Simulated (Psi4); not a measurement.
# [SnF3]− (SMILES [F][Sn-]([F])[F]): levels of theory compared

We compute a comparison of 4 runs (HF/STO-3G, HF/3-21G, HF-D4/def2-TZVPP, B3LYP5/def2-QZVP) of [SnF3]−. 

The calculation is run with Psi4 1.11.

2 further runs of the same task are left out: 2 set aside as unsound or not needed.

## (1) The structure to begin with

[SnF3]− has 4 atoms, charge -1, and is taken as a singlet. SMILES: `[F][Sn-]([F])[F]`. The shape comes from GFN2-xTB, which is rough for such elements, and wasn't checked as a minimum.

Bond lengths: Sn1–F2 2.257 Å, Sn1–F3 2.256 Å, Sn1–F4 2.256 Å. Angles: F2–Sn1–F3 112.6°, F2–Sn1–F4 112.6°, F3–Sn1–F4 112.5°.

## (2) A single-point energy at HF/STO-3G (run 1)

Contents of f3sn.xyz:

```xyz
4
F3Sn
Sn    -0.003600     0.003250     0.470980
F      2.168720    -0.038430    -0.140950
F     -1.050450     1.893510    -0.178070
F     -1.114670    -1.858330    -0.151950
```

Contents of run_ase.py:

```python
import numpy as np
from ase.calculators.psi4 import Psi4
from ase.io import read

mol = read('f3sn.xyz')
calc = Psi4(atoms=mol, method='hf', basis='STO-3G', memory='1600MB', num_threads=1, charge=-1, multiplicity=1, label='psi4-calc')
calc.psi4.set_options({'puream': True, 'e_convergence': 1e-09, 'd_convergence': 1e-08, 'scf_type': 'pk'})
mol.calc = calc

print(f'energy: {mol.get_potential_energy():.6f} eV')
```

On the command line:

```console
$ python run_ase.py
```

psi4-calc.dat:

```text
[...]
  Running in c1 symmetry.
[...]
  Nuclear repulsion =  350.869038795098731
[...]
  Multiplicity = 1
[...]
  Nalpha       = 39
  Nbeta        = 39
[...]
    Number of basis functions: 42
[...]
   @RHF iter   1: -6257.07134052956371   -4.32839e+00   6.33148e-03 DIIS/ADIIS
[...]
   @RHF iter  10: -6257.11109940380265   -9.09495e-12   5.39520e-09 DIIS
[...]
  @RHF Final Energy: -6257.11109940380265
   => Energetics <=
    Nuclear Repulsion Energy =            350.8690387950987315
    One-Electron Energy =               -9390.3385208023173618
    Two-Electron Energy =                2782.3583826034159756
    Total Energy =                      -6257.1110994038026547
[...]
 Multipole Moments:
 ------------------------------------------------------------------------------------
     Multipole            Electronic (a.u.)      Nuclear  (a.u.)        Total (a.u.)
 ------------------------------------------------------------------------------------
 L = 1.  Multiply by 2.5417464519 to convert [e a0] to [Debye]
 Dipole X            :         -0.0177082            0.0198747            0.0021666
 Dipole Y            :          0.0137853           -0.0179425           -0.0041572
 Dipole Z            :          2.0883979           -2.6001530           -0.5117551
 Magnitude           :                                                    0.5117766
[...]
```

The script printed:

```text
energy: -170264.665523 eV
```

It took 1.9 s on 1 thread of Intel Xeon 6975P-C (Granite Rapids), shared host; peak memory 0.2 GiB.

## (3) Energy and gradient at HF/3-21G (run 2)

Contents of input.json:

```json
{
 "schema_name": "qcschema_input",
 "schema_version": 1,
 "molecule": {
  "schema_name": "qcschema_molecule",
  "schema_version": 2,
  "symbols": ["Sn", "F", "F", "F"],
  "geometry": [-0.00680301, 0.00614161, 0.89002321, 4.09828684, -0.07262217, -0.2663569, -1.98506281, 3.57821531, -0.33650353, -2.10642102, -3.51173475, -0.28714388],
  "molecular_charge": -1,
  "molecular_multiplicity": 1,
  "fix_symmetry": "c1"
 },
 "driver": "gradient",
 "model": {
  "method": "scf",
  "basis": "3-21G"
 },
 "keywords": {
  "reference": "rhf",
  "puream": true,
  "e_convergence": 1e-09,
  "d_convergence": 1e-08,
  "scf_type": "pk",
  "scf_properties": ["MAYER_INDICES", "MULLIKEN_CHARGES", "QUADRUPOLE"]
 }
}
```

On the command line:

```console
$ psi4 --qcschema input.json -n 1 --memory 1600MB
```

stdout:

```text
[...]
  Running in c1 symmetry.
[...]
  Nuclear repulsion =  350.869039043159546
[...]
  Multiplicity = 1
[...]
  Nalpha       = 39
  Nbeta        = 39
[...]
    Number of basis functions: 58
[...]
   @RHF iter   1: -6292.86005535921868   -5.12942e+00   1.17787e-02 DIIS/ADIIS
[...]
   @RHF iter  12: -6293.02127250798821   -6.36646e-12   1.55638e-09 DIIS
[...]
  @RHF Final Energy: -6293.02127250798821
   => Energetics <=
    Nuclear Repulsion Energy =            350.8690390431595461
    One-Electron Energy =               -9409.0274523285697796
    Two-Electron Energy =                2765.1371407774213367
    Total Energy =                      -6293.0212725079882148
[...]
  Mulliken Charges: (a.u.)
   Center  Symbol    Alpha    Beta     Spin     Total
       1    SN    24.49642 24.49642  0.00000  1.00716
       2     F     4.83458  4.83458  0.00000 -0.66917
       3     F     4.83451  4.83451  0.00000 -0.66903
       4     F     4.83448  4.83448  0.00000 -0.66897
   Total alpha = 39.00000, Total beta = 39.00000, Total charge = -1.00000
  Mayer Bond Indices:
[...]
  -Total Gradient:
     Atom            X                  Y                   Z
    ------   -----------------  -----------------  -----------------
       1       -0.000017639420    -0.000005069782     0.000765535485
       2        0.065405930244    -0.001121753415     0.000226526186
       3       -0.031721967138     0.057185568551    -0.000891974284
       4       -0.033666323688    -0.056058745356    -0.000100087200
[...]
```

The result, in JSON:

```text
{
 "driver": "gradient",
 "model": {
  "method": "scf",
  "basis": "3-21G"
 },
 "success": true,
 "return_result": [-1.7639419671342394e-05, -5.069782021898425e-06, 0.000765535484787902, 0.06540593024398408, -0.0011217534148239769, 0.00022652618575477387, -0.03172196713822041, 0.05718556855054109, -0.0008919742837270664, -0.03366632368835126, -0.05605874535582492, -0.00010008719972326094],
 "properties": {
  "calcinfo_nbasis": 58,
  "calcinfo_nmo": 58,
  "calcinfo_nalpha": 39,
  "calcinfo_nbeta": 39,
  "calcinfo_natom": 4,
  "nuclear_repulsion_energy": 350.86903904315955,
  "return_energy": -6293.021272507988,
  "return_gradient": [-1.7639419671342394e-05, -5.069782021898425e-06, 0.000765535484787902, 0.06540593024398408, -0.0011217534148239769, 0.00022652618575477387, -0.03172196713822041, 0.05718556855054109, -0.0008919742837270664, -0.03366632368835126, -0.05605874535582492, -0.00010008719972326094],
  "scf_one_electron_energy": -9409.02745232857,
  "scf_two_electron_energy": 2765.1371407774213,
  "scf_dipole_moment": [-0.00639905982278588, 0.0027871849877634247, 0.517505555304882],
  "scf_total_energy": -6293.021272507988,
  "scf_total_gradient": [-1.7639419671342394e-05, -5.069782021898425e-06, 0.000765535484787902, 0.06540593024398408, -0.0011217534148239769, 0.00022652618575477387, -0.03172196713822041, 0.05718556855054109, -0.0008919742837270664, -0.03366632368835126, -0.05605874535582492, -0.00010008719972326094],
  "scf_iterations": 12
 }
}
```

Wall time 2.8 s (1 thread of Intel Xeon 6975P-C (Granite Rapids), shared host); peak memory 0.2 GiB.

Run 3 isn't shown in full; the table further down has it.

## (4) Energy and one-electron properties at B3LYP5/def2-QZVP (density fitting, core potential) (run 4)

Contents of input.json:

```json
{
 "schema_name": "qcschema_input",
 "schema_version": 1,
 "molecule": {
  "schema_name": "qcschema_molecule",
  "schema_version": 2,
  "symbols": ["Sn", "F", "F", "F"],
  "geometry": [-0.00680301, 0.00614161, 0.89002321, 4.09828684, -0.07262217, -0.2663569, -1.98506281, 3.57821531, -0.33650353, -2.10642102, -3.51173475, -0.28714388],
  "molecular_charge": -1,
  "molecular_multiplicity": 1,
  "fix_symmetry": "c1",
  "fix_com": true,
  "fix_orientation": true
 },
 "driver": "energy",
 "model": {
  "method": "b3lyp5",
  "basis": "def2-QZVP"
 },
 "keywords": {
  "reference": "rks",
  "scf_type": "df",
  "dft_pruning_scheme": "robust",
  "damping_percentage": 40,
  "df_scf_guess": false,
  "maxiter": 100,
  "scf_properties": ["MULTIPOLE(3)", "DIPOLE", "WIBERG_LOWDIN_INDICES"]
 }
}
```

On the command line:

```console
$ psi4 --qcschema input.json -n 1 --memory 1600MB
```

stdout:

```text
[...]
    !!!  WARNING: ECP capability is in beta. Please check occupations closely.  !!!
[...]
  Running in c1 symmetry.
[...]
  Nuclear repulsion =  173.566244420371731
[...]
  Multiplicity = 1
[...]
  Nalpha       = 25
  Nbeta        = 25
[...]
    Number of basis functions: 253
[...]
   @DF-RKS iter   1:  -513.66353131118046   -1.82122e+00   4.25594e-03 ADIIS/DIIS
[...]
   @DF-RKS iter  34:  -514.05535145486181    4.06015e-08   4.50945e-09 DIIS/DAMP=40%
[...]
  @DF-RKS Final Energy:  -514.05535145486181
   => Energetics <=
    Nuclear Repulsion Energy =            173.5662444203717314
    One-Electron Energy =               -1153.0239436397264399
    Two-Electron Energy =                 505.4780698355186246
    DFT Exchange-Correlation Energy =     -40.0757220710257442
    Empirical Dispersion Energy =           0.0000000000000000
    VV10 Nonlocal Energy =                  0.0000000000000000
    Total Energy =                       -514.0553514548618068
[...]
 Multipole Moments:
 ------------------------------------------------------------------------------------
     Multipole            Electronic (a.u.)      Nuclear  (a.u.)        Total (a.u.)
 ------------------------------------------------------------------------------------
 L = 1.  Multiply by 2.5417464519 to convert [e a0] to [Debye]
 Dipole X            :          0.0809323           -0.0884391           -0.0075069
 Dipole Y            :         -0.0761001            0.0798409            0.0037408
 Dipole Z            :        -10.9179720           11.5704718            0.6524998
 Magnitude           :                                                    0.6525537
[...]
```

The result, in JSON:

```text
{
 "driver": "energy",
 "model": {
  "method": "b3lyp5",
  "basis": "def2-QZVP"
 },
 "success": true,
 "return_result": -514.0553514548618,
 "properties": {
  "calcinfo_nbasis": 253,
  "calcinfo_nmo": 253,
  "calcinfo_nalpha": 25,
  "calcinfo_nbeta": 25,
  "calcinfo_natom": 4,
  "nuclear_repulsion_energy": 173.56624442037173,
  "return_energy": -514.0553514548618,
  "scf_one_electron_energy": -1153.0239436397264,
  "scf_two_electron_energy": 505.4780698355186,
  "scf_xc_energy": -40.075722071025744,
  "scf_dipole_moment": [-0.007506851155822725, 0.0037408151894297026, 0.6524997802559707],
  "scf_total_energy": -514.0553514548618,
  "scf_iterations": 34
 }
}
```

Run time: 20 s. Hardware: 1 thread of Intel Xeon 6975P-C (Granite Rapids), shared host; peak memory 0.73 GiB.

## (5) All runs side by side

| run | level | task | integrals | energy (Eh) | HOMO energy (eV) | LUMO energy (eV) | HOMO–LUMO gap (eV) | wall time |
| --- | --- | --- | --- | --- | --- | --- | --- | --- |
| 1 | HF/STO-3G | energy | pk | -6257.111099 | 3.17 | 12.74 | 9.56 | 1.9 s |
| 2 | HF/3-21G | gradient | pk | -6293.021273 | -3.45 | 6.17 | 9.62 | 2.8 s |
| 3 | HF-D4/def2-TZVPP (density fitting, core potential) | properties | df | -511.923604 | -5.55 | 5.06 | 10.61 | 5.7 s |
| 4 | B3LYP5/def2-QZVP (density fitting, core potential) | properties | df | -514.055351 | -2.66 | 2.27 | 4.93 | 20 s |

## (6) Results

```
                                                    quantity          value
                                         run 4: total energy  -514.05535 Eh
                                          run 4: HOMO energy       -2.66 eV
                                          run 4: LUMO energy        2.27 eV
run 4: HOMO–LUMO gap (to an unbound level, set by the basis)        4.93 eV
```

The HOMO–LUMO gap runs from 4.93 eV (B3LYP5/def2-QZVP) to 10.61 eV (HF-D4/def2-TZVPP). The two ends differ in method and basis. The empty levels of an anion lie above zero and hang on the basis. Some runs of one species differ in core potentials or relativity; totals across that change don't compare. In run 1 the HOMO lies above zero, so the outermost electron may be held by the basis alone. In run 1 the basis is minimal, so the values are rough. In runs 1, 2 relativity is left out where basis or elements ask for it. All runs together took 30 s, the longest 20 s.
